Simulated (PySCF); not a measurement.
**ZrBrF3: geometry, NMR shifts and electronic excitations**

What NMR shifts and electronic excitations should ZrBrF3 (`[F][Zr]([F])([F])[Br]`) show?

The runs use PySCF 2.14.0, with density-fitted response routines of our own; the level of theory stands in each step. All values are computed, except where a source is named. Atoms count from 0, in the outputs and in this text.

**1. The molecule as given**

5 atoms, charge 0, multiplicity 1; geometry from: GFN2-xTB. The atoms were then displaced at random by about 0.03 Å, so the start is not that level's minimum.

Bonds of the start (Å): Zr0–Br1 2.44, Zr0–F2 1.73, Zr0–F3 1.90, Zr0–F4 1.84.

**2. Optimising the geometry at PBE0-D3(BJ)/def2-SVP**

Job settings and geometry (Å):

```
{"job": {"xc": "PBE0", "basis": "def2-SVP", "d3": "d3bj", "grid": 1, "maxiter": 40, "shake": 0.03, "kind": "geom"}, "charge": 0, "multiplicity": 1}
Zr     0.060870    -0.074620    -0.210810
Br    -0.011100    -0.029710     2.227740
F      1.720620     0.002200    -0.701420
F     -0.797540     1.553790    -0.667430
F     -0.897990    -1.562140    -0.710200
```

The run is started by

```bash
$ OMP_NUM_THREADS=1 python probes_run.py task.json out
```

This one command runs all jobs of the session in turn.

The log of the run:

```text
step   0  E = -2919.91195978  max force = 0.127953
step   1  E = -2919.93252130  max force = 0.022395
step   2  E = -2919.93454215  max force = 0.011281
step   3  E = -2919.93508546  max force = 0.003921
step   4  E = -2919.93518936  max force = 0.002119
step   5  E = -2919.93525266  max force = 0.000513
step   6  E = -2919.93529747  max force = 0.001292
step   7  E = -2919.93371791  max force = 0.015094
step   8  E = -2919.93506148  max force = 0.007992
step   9  E = -2919.93540366  max force = 0.005797
step  10  E = -2919.93549722  max force = 0.000803
step  11  E = -2919.93550692  max force = 0.000648
step  12  E = -2919.93550869  max force = 0.000718
step  13  E = -2919.93550714  max force = 0.000736
optimisation converged
```

Wall time 83 s (1 thread of Arm Neoverse V1, shared host); peak memory 0.43 GiB.

Step by step: (the energy doesn't fall at every step)

| step | energy from step 0 (eV) | largest force component (eV/Å) |
| --- | --- | --- |
| 0 | 0.0000 | 6.5796 |
| 1 | -0.5595 | 1.1516 |
| 2 | -0.6145 | 0.5801 |
| 3 | -0.6293 | 0.2016 |
| 4 | -0.6321 | 0.1090 |
| 5 | -0.6338 | 0.0264 |
| 6 | -0.6351 | 0.0664 |
| 7 | -0.5921 | 0.7762 |
| 8 | -0.6286 | 0.4110 |
| 9 | -0.6379 | 0.2981 |
| 10 | -0.6405 | 0.0413 |
| 11 | -0.6408 | 0.0333 |
| 12 | -0.6408 | 0.0369 |
| 13 | -0.6408 | 0.0378 |

Distances of close pairs at the start and the end, largest changes first:

| bond | before (Å) | after (Å) | change (Å) |
| --- | --- | --- | --- |
| Zr0–F2 | 1.732 | 1.887 | +0.155 |
| Zr0–Br1 | 2.440 | 2.498 | +0.058 |
| Zr0–F4 | 1.839 | 1.888 | +0.049 |
| Zr0–F3 | 1.897 | 1.888 | -0.009 |

The final coordinates are the input of the step that follows.

| at the end point | value |
| --- | --- |
| point group (found at 0.08 Å tolerance) | C3v |
| rotational constants (GHz, main isotopes) | 2.826, 1.026, 1.025 |
| dipole moment (D) | 0.10 |

**3. Shielding tensors: PBE0/def2-TZVP+pcSseg-1**

Job settings and geometry (Å):

```
{"job": {"kind": "nmr", "xc": "PBE0", "basis": {"default": "pcSseg-1", "Zr": "def2-TZVP"}}, "charge": 0, "multiplicity": 1}
Zr     0.016980    -0.021018    -0.120609
Br    -0.161541    -0.077018     2.370665
F      1.835723    -0.048796    -0.623419
F     -0.771706     1.553116    -0.802428
F     -0.844597    -1.516764    -0.886329
```

Method: GIAO PBE0/pcSseg-1 Zr:def2-TZVP NMR shielding, scalar relativity only through core potentials, gas phase.

The log of the run:

```text
coarse grid: 31440 points
cycle   1  E = -2919.6258637135  dE = -6.194e+00  |g| = 1.674e+00  |ddm| = 4.653e+00
cycle   2  E = -2919.5870678756  dE =  3.880e-02  |g| = 1.717e+00  |ddm| = 2.709e+00
cycle   3  E = -2920.1857680569  dE = -5.987e-01  |g| = 2.346e-01  |ddm| = 1.606e+00
cycle   4  E = -2920.1825465461  dE =  3.222e-03  |g| = 2.678e-01  |ddm| = 3.878e-01
cycle   5  E = -2920.1964766803  dE = -1.393e-02  |g| = 7.171e-02  |ddm| = 1.883e-01
cycle   6  E = -2920.1971288604  dE = -6.522e-04  |g| = 4.907e-03  |ddm| = 3.024e-02
cycle   7  E = -2920.1971345717  dE = -5.711e-06  |g| = 1.252e-03  |ddm| = 5.629e-03
final grid: 62296 points
cycle   8  E = -2920.1970234584  dE = -3.937e-07  |g| = 1.649e-03  |ddm| = 2.330e-03
cycle   9  E = -2920.1970226002  dE =  8.583e-07  |g| = 2.891e-03  |ddm| = 2.354e-03
cycle  10  E = -2920.1970239340  dE = -1.334e-06  |g| = 2.854e-04  |ddm| = 1.406e-03
cycle  11  E = -2920.1970239508  dE = -1.681e-08  |g| = 8.187e-05  |ddm| = 2.855e-04
cycle  12  E = -2920.1970239522  dE = -1.369e-09  |g| = 1.021e-05  |ddm| = 8.021e-05
cycle  13  E = -2920.1970239522  dE = -2.137e-11  |g| = 6.627e-06  |ddm| = 1.069e-05
converged SCF energy = -2920.1970239522

GIAO shielding tensors (ppm)
atom      isotropic    diamagn.    paramagn.     s11        s22        s33       span
  0 Zr         nan         nan         nan        nan        nan        nan        nan
  1 Br    1817.324    3124.442   -1307.118   1285.380   1288.037   2878.555   1593.175
  2 F      -40.787     472.536    -513.323   -269.112   -220.263    367.014    636.125
  3 F      -39.829     472.571    -512.399   -267.834   -218.796    367.144    634.977
  4 F      -39.495     472.583    -512.078   -267.272   -218.388    367.175    634.447
```

It took 15 s on 1 thread of Arm Neoverse V1, shared host; peak memory 0.78 GiB.

The references, computed at this level on geometries of the same kind, shield at (ppm): 19F CFCl3 177.2, 79Br HBr 2584. Their shielding less the atom's gives the shift. The references are single molecules in the gas phase, so shifts against H2O, NH3, PH3, H3PO4 or CFCl3 are not on the usual liquid scales and can be off by tens of ppm. Atoms listed in one row are averaged.

| atoms | environment | σ (ppm) | δ (ppm) |
| --- | --- | --- | --- |
| Br1 | bromine bonded to Zr | 1817 | 767 |
| F2, F3, F4 | fluorine bonded to Zr | -40.0 | 217.3 |

Atoms past Kr carry core potentials, so their printed shieldings have no meaning and are left out of the table.

Charges from the same density, by scheme (e):

| atoms | Mulliken | ESP fit |
| --- | --- | --- |
| Zr0 | 1.59 | 1.23 |
| Br1 | -0.35 | -0.26 |
| F2, F3, F4 | -0.41 | -0.32 |

Mayer bond orders: Zr0–Br1 1.08, Zr0–F2 1.00, Zr0–F3 0.99, Zr0–F4 0.99.

With diffuse functions Mulliken charges and Mayer bond orders lose their meaning; the other schemes are steadier.

Orbitals, density, ELF and potential are computed afterwards from the orbital file.

Frontier orbitals at PBE0/def2-TZVP+pcSseg-1, with the share of their density that lies nearest to each atom:

| orbital | energy (eV) | lies on |
| --- | --- | --- |
| HOMO | -9.34 | Br1 92 % |
| LUMO | -2.01 | Zr0 69 %; Br1 10 %; F2 9 % |

ELF in a plane through or near 2 of the atoms.

Ten even steps from '0' (0.00) to '9' (0.86):
```
0000000000000000000000000000
0000000000000000000000000000
0000000000000000000000000000
0000000000000000000000000000
0000000000111000000000000000
0000000001344210012333200000
0000000003455210045676632000
0000000002332110068999864100
0000000000025994179758986200
0000000000189478387473697310
0000000000189378386584697310
0000000001114883179647986200
0000000015665210168999864100
0000000026899630035777642000
0000000015788640002333210000
0000000002455320000000000000
0000000000111100000000000000
0000000000000000000000000000
0000000000000000000000000000
0000000000000000000000000000
```
The map spans 10.0 Å across and 8.5 Å up, centred on the molecule. Atoms in the plane (x, y in Å): Zr0 (-0.1, 0.0), Br1 (2.4, 0.0).

On the surface of density 0.002 e/bohr³ the electrostatic potential runs, from the 1st to the 99th percentile, from -0.71 V near F2 to 4.02 V near Zr0.

**4. TDDFT and polarisability: wB97X-D/def2-SVPD**

Job settings and geometry (Å):

```
{"job": {"kind": "uv", "xc": "wB97X-D", "basis": "def2-SVPD", "ip": true, "nstates": 10}, "charge": 0, "multiplicity": 1}
Zr     0.016980    -0.021018    -0.120609
Br    -0.161541    -0.077018     2.370665
F      1.835723    -0.048796    -0.623419
F     -0.771706     1.553116    -0.802428
F     -0.844597    -1.516764    -0.886329
```

Level: TDDFT wB97X-D/def2-SVPD, vertical, gas phase, core orbitals frozen in the response.

The log of the run:

```text
coarse grid: 31440 points
cycle   1  E = -2920.3784813590  dE = -7.456e+00  |g| = 8.882e-01  |ddm| = 4.188e+00
cycle   2  E = -2920.3697741257  dE =  8.707e-03  |g| = 1.012e+00  |ddm| = 1.393e+00
cycle   3  E = -2920.5257812647  dE = -1.560e-01  |g| = 1.481e-01  |ddm| = 6.071e-01
cycle   4  E = -2920.5304243705  dE = -4.643e-03  |g| = 5.235e-02  |ddm| = 2.342e-01
cycle   5  E = -2920.5311079950  dE = -6.836e-04  |g| = 1.298e-02  |ddm| = 7.304e-02
cycle   6  E = -2920.5311343988  dE = -2.640e-05  |g| = 2.138e-03  |ddm| = 1.378e-02
cycle   7  E = -2920.5311382875  dE = -3.889e-06  |g| = 5.538e-04  |ddm| = 7.351e-03
final grid: 62296 points
cycle   8  E = -2920.5351582554  dE = -7.111e-05  |g| = 2.533e-03  |ddm| = 6.605e-02
cycle   9  E = -2920.5351585998  dE = -3.443e-07  |g| = 2.566e-03  |ddm| = 5.702e-03
cycle  10  E = -2920.5351595944  dE = -9.946e-07  |g| = 5.479e-04  |ddm| = 1.588e-03
cycle  11  E = -2920.5351596535  dE = -5.914e-08  |g| = 1.364e-04  |ddm| = 1.099e-03
cycle  12  E = -2920.5351596589  dE = -5.398e-09  |g| = 3.628e-05  |ddm| = 2.107e-04
cycle  13  E = -2920.5351596594  dE = -4.525e-10  |g| = 9.654e-06  |ddm| = 8.051e-05
converged SCF energy = -2920.5351596594

Static polarisability (au): isotropic 57.503, principal 51.153 51.176 70.180

Singlet excitations
state   eV       nm        f      main configurations
  1   5.9933    206.9   0.00000   H-1->L 0.50, H->L+1 0.48
  2   6.0744    204.1   0.00071   H->L+1 0.49, H-1->L 0.47
  3   6.0750    204.1   0.00057   H->L 0.48, H-1->L+1 0.48
  4   6.6679    185.9   0.08682   H-1->L+1 0.41, H->L 0.41, H-2->L+2 0.13
  5   6.8930    179.9   0.00331   H->L+2 0.81, H-1->L+2 0.10
  6   6.8954    179.8   0.00344   H-1->L+2 0.80, H->L+2 0.10
  7   7.0351    176.2   0.00425   H-2->L 0.83
  8   7.0375    176.2   0.00418   H-2->L+1 0.82
  9   7.6119    162.9   0.00032   H->L+5 0.52, H-1->L+4 0.43
 10   7.6504    162.1   0.00041   H-1->L+5 0.42, H->L+4 0.37, H-2->L+2 0.17

Triplet excitations (Tamm-Dancoff, eV): 5.7181 5.8525 5.8531 5.9971
Vertical ionisation energy (delta-SCF) = 11.7750 eV
```

It took 78 s on 1 thread of Arm Neoverse V1, shared host; peak memory 0.78 GiB.

Frontier orbitals and where they lie:

| orbital | eV | atoms |
| --- | --- | --- |
| HOMO−3 | -14.50 | F2 34 %, F3 32 %, F4 31 % |
| HOMO−2 | -12.30 | Br1 80 %, Zr0 16 % |
| HOMO−1 | -11.17 | Br1 88 %, Zr0 9 % |
| HOMO | -11.17 | Br1 88 %, Zr0 9 % |
| LUMO | -0.27 | Zr0 71 %, Br1 12 %, F2 8 % |
| LUMO+1 | -0.26 | Zr0 71 %, Br1 12 %, F4 7 % |
| LUMO+2 | 0.38 | Zr0 66 %, Br1 15 %, F4 7 % |

With each of the 10 states as a Gaussian band of 0.4 eV half-width at 1/e, the curve within the window shown has maxima at 185 nm (ε 3,900) L/(mol cm). Beyond the last state computed it falls off for lack of states. The curve at chosen wavelengths:

```json
{"nm": "156", "ε (L/mol/cm)": "18"}
{"nm": "159", "ε (L/mol/cm)": "36"}
{"nm": "162", "ε (L/mol/cm)": "76"}
{"nm": "165", "ε (L/mol/cm)": "171"}
{"nm": "168", "ε (L/mol/cm)": "388"}
{"nm": "171", "ε (L/mol/cm)": "803"}
{"nm": "174", "ε (L/mol/cm)": "1462"}
{"nm": "176", "ε (L/mol/cm)": "2015"}
{"nm": "179", "ε (L/mol/cm)": "2890"}
{"nm": "182", "ε (L/mol/cm)": "3590"}
{"nm": "185", "ε (L/mol/cm)": "3881"}
{"nm": "188", "ε (L/mol/cm)": "3675"}
{"nm": "191", "ε (L/mol/cm)": "3076"}
{"nm": "194", "ε (L/mol/cm)": "2300"}
{"nm": "197", "ε (L/mol/cm)": "1554"}
{"nm": "200", "ε (L/mol/cm)": "964"}
{"nm": "203", "ε (L/mol/cm)": "558"}
{"nm": "206", "ε (L/mol/cm)": "309"}
{"nm": "209", "ε (L/mol/cm)": "168"}
{"nm": "211", "ε (L/mol/cm)": "112"}
{"nm": "214", "ε (L/mol/cm)": "62"}
{"nm": "217", "ε (L/mol/cm)": "35"}
{"nm": "220", "ε (L/mol/cm)": "20"}
{"nm": "223", "ε (L/mol/cm)": "12"}
{"nm": "226", "ε (L/mol/cm)": "7"}
{"nm": "229", "ε (L/mol/cm)": "4"}
```

Leading natural transition orbitals of singlet state 4: the hole lies on Br1 92 %; the particle on Zr0 70 %; Br1 9 %; F2, F3, F4 about 7 % each.

Leading natural transition orbitals of singlet state 1: the hole lies on Br1 93 %; the particle on Zr0 67 %; Br1 14 %; F2 9 %.

Further results of this job:

| property | computed |
| --- | --- |
| dipole moment (D) | 0.06 |
| polarisability (Å³) | 8.52 |
| HOMO–LUMO gap (eV) | 10.90 |
| −ε(HOMO) (eV) | 11.17 |

**5. NMR shieldings: B3LYP/def2-TZVP+pcSseg-1**

Job settings and geometry (Å):

```
{"job": {"kind": "nmr", "xc": "B3LYP", "basis": {"default": "pcSseg-1", "Zr": "def2-TZVP"}, "pop": false}, "charge": 0, "multiplicity": 1}
Zr     0.016980    -0.021018    -0.120609
Br    -0.161541    -0.077018     2.370665
F      1.835723    -0.048796    -0.623419
F     -0.771706     1.553116    -0.802428
F     -0.844597    -1.516764    -0.886329
```

Level: GIAO B3LYP/pcSseg-1 Zr:def2-TZVP NMR shielding, scalar relativity only through core potentials, gas phase.

The log of the run:

```text
coarse grid: 31440 points
cycle   1  E = -2920.0659651024  dE = -5.939e+00  |g| = 1.947e+00  |ddm| = 4.683e+00
cycle   2  E = -2919.9045886824  dE =  1.614e-01  |g| = 2.130e+00  |ddm| = 3.179e+00
cycle   3  E = -2920.8163620757  dE = -9.118e-01  |g| = 3.775e-01  |ddm| = 1.975e+00
cycle   4  E = -2920.7992297771  dE =  1.713e-02  |g| = 5.016e-01  |ddm| = 6.210e-01
cycle   5  E = -2920.8469694510  dE = -4.774e-02  |g| = 7.542e-02  |ddm| = 2.945e-01
cycle   6  E = -2920.8477991344  dE = -8.297e-04  |g| = 5.971e-03  |ddm| = 4.913e-02
cycle   7  E = -2920.8478065043  dE = -7.370e-06  |g| = 1.838e-03  |ddm| = 7.825e-03
final grid: 62296 points
cycle   8  E = -2920.8477079098  dE =  9.316e-09  |g| = 2.695e-03  |ddm| = 4.309e-03
cycle   9  E = -2920.8477057244  dE =  2.185e-06  |g| = 4.589e-03  |ddm| = 5.536e-03
cycle  10  E = -2920.8477093534  dE = -3.629e-06  |g| = 5.265e-04  |ddm| = 3.027e-03
cycle  11  E = -2920.8477094023  dE = -4.888e-08  |g| = 1.655e-04  |ddm| = 4.714e-04
cycle  12  E = -2920.8477094073  dE = -4.987e-09  |g| = 1.712e-05  |ddm| = 1.260e-04
cycle  13  E = -2920.8477094073  dE = -5.957e-11  |g| = 1.042e-05  |ddm| = 2.005e-05
converged SCF energy = -2920.8477094073

GIAO shielding tensors (ppm)
atom      isotropic    diamagn.    paramagn.     s11        s22        s33       span
  0 Zr         nan         nan         nan        nan        nan        nan        nan
  1 Br    1747.313    3124.666   -1377.353   1190.843   1193.339   2857.757   1666.914
  2 F      -47.321     473.547    -520.868   -273.291   -229.741    361.069    634.360
  3 F      -46.454     473.582    -520.036   -272.281   -228.317    361.235    633.517
  4 F      -46.151     473.592    -519.743   -271.805   -227.924    361.277    633.082
```

Wall time 10 s (1 thread of Arm Neoverse V1, shared host); peak memory 0.68 GiB.

This run: δ Br1 797, F2 218.6 ppm (means over like atoms).

**6. Run by run: NMR shifts**

Shifts (ppm), means over like atoms, with basis size and wall time:

| run | Br1 | F2 | functions | time |
| --- | --- | --- | --- | --- |
| PBE0/def2-TZVP+pcSseg-1 | 767 | 217.3 | 132 | 15 s |
| B3LYP/def2-TZVP+pcSseg-1 | 797 | 218.6 | 132 | 10 s |

**7. Summary of results**

| quantity | value |
| --- | --- |
| point group | C3v |
| rotational constants (main isotopes) | 2.83, 1.03, 1.02 GHz |
| 79Br shifts against HBr (PBE0/def2-TZVP+pcSseg-1) | 767 ppm |
| 19F shifts against CFCl3 (PBE0/def2-TZVP+pcSseg-1, means over atoms taken as alike) | 217.3 ppm |
| surface potential, 1st and 99th percentile | -0.71 V and 4.02 V |
| lowest singlet (wB97X-D/def2-SVPD) | 5.99 eV (207 nm), f = 0.000 |
| brightest single state of those computed | state 4, 6.67 eV, f = 0.087 |
| lowest triplet | 5.72 eV |
| vertical ionisation energy (ΔSCF) | 11.78 eV |
| range of the shift of Br1 | 767 to 797 ppm |

What this shows: The start was shaken at random, so part of the energy gained undoes that. Over 13 steps the energy fell by 0.641 eV; of the close pairs, Zr0–F2 changed most, 1.732 to 1.887 Å. At PBE0/def2-TZVP+pcSseg-1: The largest span, 1593 ppm, is at Br1, where the paramagnetic term is -1307 ppm. The first singlet state (HOMO−1→LUMO 0.50, HOMO→LUMO+1 0.48) lies at 5.99 eV and is dark; of the 10 states computed, the strongest absorption comes from state 4 at 6.67 eV. The lowest triplet lies 0.28 eV below the lowest singlet (triplets in Tamm-Dancoff, singlets in full TDDFT). The orbital energy would give 11.17 eV for ionisation, ΔSCF gives 11.78 eV. Across the 2 runs the shift of Br1 moves most, between 767 (PBE0/def2-TZVP+pcSseg-1) and 797 ppm (B3LYP/def2-TZVP+pcSseg-1). Spin-orbit coupling is left out, which matters for shieldings and couplings at and beside the heavy atoms.
